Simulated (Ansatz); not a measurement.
**Ge5Mo: further runs on a relaxed guess**

This session takes a relaxed cell of Ge5Mo and sets out to see whether it has a gap, which orbitals make up the states near it and how charge is shared.

Method: DFT PBE, scalar-relativistic, plane waves, PAW, in Ansatz 0.2.0.

1 further run of the same task is left out (set aside as unsound or not needed). Runs told in other sessions of the task aren't counted.

## (1) Starting point

The structure is tetragonal, space group P4/mmm (No. 123). The conventional cell has a = 3.360 Å, b = 3.360 Å, c = 9.306 Å, α = 90.00°, β = 90.00°, γ = 90.00°. Ge (site symmetry 4mm) is surrounded by 8 Ge at 2.82 to 2.98 Å and 1 Mo at 2.85 Å. Ge (site symmetry 4mm) has 5 Ge at 2.68 to 2.82 Å and 4 Mo at 2.73 Å in its first shell of neighbours. Ge (site symmetry 4/mmm) has 14 Ge at 2.98 to 3.36 Å in its first shell of neighbours. Around Mo (site symmetry 4/mmm) lie 10 Ge at 2.73 to 2.85 Å.

Coordinates:

```xyz
6
Lattice="3.3600 0.0000 0.0000 0.0000 3.3600 0.0000 0.0000 0.0000 9.3056" Properties=species:S:1:pos:R:3 pbc="T T T"
Ge    1.6800    1.6800    2.8538
Ge    1.6800    1.6800    6.4518
Ge    0.0000    0.0000    1.3389
Ge    0.0000    0.0000    7.9667
Ge    0.0000    0.0000    4.6528
Mo    1.6800    1.6800    0.0000
```

It is the end of an earlier relaxation with the same method, from a database cell with other species swapped in; it is a trial structure. At a tolerance of 0.05 Å it has space group P4/mmm (No. 123); it has 17.51 Å³/atom, an uncorrected energy of +0.19 eV/atom over the elements.

## (2) Electronic structure at the relaxed geometry

File input.yaml:

```yaml
crystal:
  lattice:
    - [3.3599500677, 0.0, 0.0]
    - [0.0, 3.3599500677, 0.0]
    - [0.0, 0.0, 9.3056055225]
  atoms:
    - { symbol: Ge, position: [0.5, 0.5, 0.3066724209] }
    - { symbol: Ge, position: [0.5, 0.5, 0.6933275791] }
    - { symbol: Ge, position: [0.0, 0.0, 0.1438840765] }
    - { symbol: Ge, position: [0.0, 0.0, 0.8561159235] }
    - { symbol: Ge, position: [0.0, 0.0, 0.5] }
    - { symbol: Mo, position: [0.5, 0.5, 0.0] }
basis:
  ecutwfc: 420
kpoints:
  mp_grid: { grid: [12, 12, 4] }
  band_path:
    path:
      - [[0.0, 0.0, 0.0], [0.0, 0.5, 0.0], [0.5, 0.5, 0.0], [0.0, 0.0, 0.0], [0.0, 0.0, 0.5], [0.0, 0.5, 0.5], [0.5, 0.5, 0.5], [0.0, 0.0, 0.5]]
      - [[0.0, 0.5, 0.0], [0.0, 0.5, 0.5]]
      - [[0.5, 0.5, 0.0], [0.5, 0.5, 0.5]]
    npoints: 14
hamiltonian:
  xc: pbe
scf:
  occupations: { method: gaussian, width: 0.1 }
  n_extra_bands: 15
output:
  forces: true
  stress: true
  eigenvalues: true
  populations: true
  dos: { projected: true, de: 0.02, nscf_kmesh: { grid: [15, 15, 5] } }
  bader: true
  write_density: true
  write_potential: true
  elf: true
  volumetric_format: npy
```

On the command line:

```console
ansatz run input.yaml --threads 1 --pin off --max-ram 2560MiB --backend cpu --events-out ev --progress --plain --runs-dir out
```

Q: Predict the outcome of this session. Wanted: gap; states at the Fermi level; Bader charges.

The runs gave:

| quantity | value |
| --- | --- |
| gap | none (metal) |
| states at the Fermi level | 2.16 per eV per cell |
| Bader charges | Ge -0.21 to +0.17, Mo +0.33 e |

In words: There is no gap at this level. Of the projected weight within 0.25 eV of the Fermi level, the largest part is Ge 4p (55 %) and Mo 4d (34 %). Bader charges reach 0.3 e, so charge transfer in this metal is small.
